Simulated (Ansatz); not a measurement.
**TiO: an axial (c/a) deformation path**

One table from this session's results is given with a row withheld; the runs are named, their logs left out.

Method: DFT r2SCAN, scalar-relativistic, plane waves, PAW, in Ansatz 0.2.0.

1 further run of the same task is left out (it didn't finish).

## The system as given

It takes space group P-6m2 (No. 187, hexagonal). Conventional cell: a = 2.804 Å, b = 2.804 Å, c = 2.819 Å, α = 90.00°, β = 90.00°, γ = 120.00°. Ti (site symmetry -6m2) has 6 O at 2.15 Å as nearest neighbours. O (site symmetry -6m2) is surrounded by 6 Ti at 2.15 Å.

Structure file:

```cif
data_structure
_symmetry_space_group_name_H-M 'P 1'
_symmetry_Int_Tables_number 1
_cell_length_a 2.8036
_cell_length_b 2.8036
_cell_length_c 2.8186
_cell_angle_alpha 90.000
_cell_angle_beta 90.000
_cell_angle_gamma 120.000
_cell_volume 19.19
loop_
_atom_site_label
_atom_site_type_symbol
_atom_site_fract_x
_atom_site_fract_y
_atom_site_fract_z
_atom_site_occupancy
Ti1 Ti 0.66667 0.33333 0.00000 1
O1 O 0.00000 0.00000 0.50000 1
```

It is the result of an earlier relaxation at this level (volume 9.59 Å³/atom; gap on the mesh: none (metal)).

The first run:

The input, input.yaml:

```yaml
crystal:
  lattice:
    - [2.8035559919, 0.0, 0.0]
    - [-1.4017779959, 2.4279507099, 0.0]
    - [0.0, 0.0, 2.8186160501]
  atoms:
    - { symbol: Ti, position: [0.6666666667, 0.3333333333, 0.0] }
    - { symbol: O, position: [0.0, 0.0, 0.5] }
basis:
  ecutwfc: 500
kpoints:
  mp_grid: { grid: [30, 30, 24] }
hamiltonian:
  xc: r2scan
scf:
  occupations: { method: gaussian, width: 0.15 }
output:
  forces: true
  stress: true
  eigenvalues: true
  write_density: true
  write_potential: true
  elf: true
  volumetric_format: npy
```

Launch:

```console
> ansatz run input.yaml --threads 1 --pin off --max-ram 2560MiB --backend cpu --events-out ev --progress --plain --runs-dir out
```

Steps of the session up to this table: The undisturbed cell; At ρ = 0.850; ρ = 1.200; Point ρ = 0.920; ρ = 1.100; At ρ = 0.960; ρ = 1.050; Point ρ = 0.800.

One of the session's tables, all rows but one given; the rest of the session is left out.

```
    ρ  ΔE (meV/atom)  pressure (GPa)
0.800          439.6            11.9
0.850          233.0             7.0
0.920           61.4             2.6
0.960              ?               ?
1.000            0.0             0.0
1.050           21.3            -0.8
1.100           82.1            -1.2
1.200          309.7            -1.2
```

Q: Estimate the row for ρ = 0.960 from the others.

Worked estimate for «ΔE (meV/atom)». A straight line through the neighbours (0.920, 61.4) and (1.000, 0.0) gives 61.4 + (0.0 − 61.4) × (0.960 − 0.920) / (1.000 − 0.920) = 30.7; a parabola fitted to 4 rows on both sides gives 13.7.

As computed: ΔE (meV/atom): 14.7; pressure (GPa): 1.0. In «ΔE (meV/atom)» the line misses by +16.0 and the parabola by -1.0.

Limits of these values: The final runs have no spin polarisation, so no magnetic state was tried and one may lie lower.
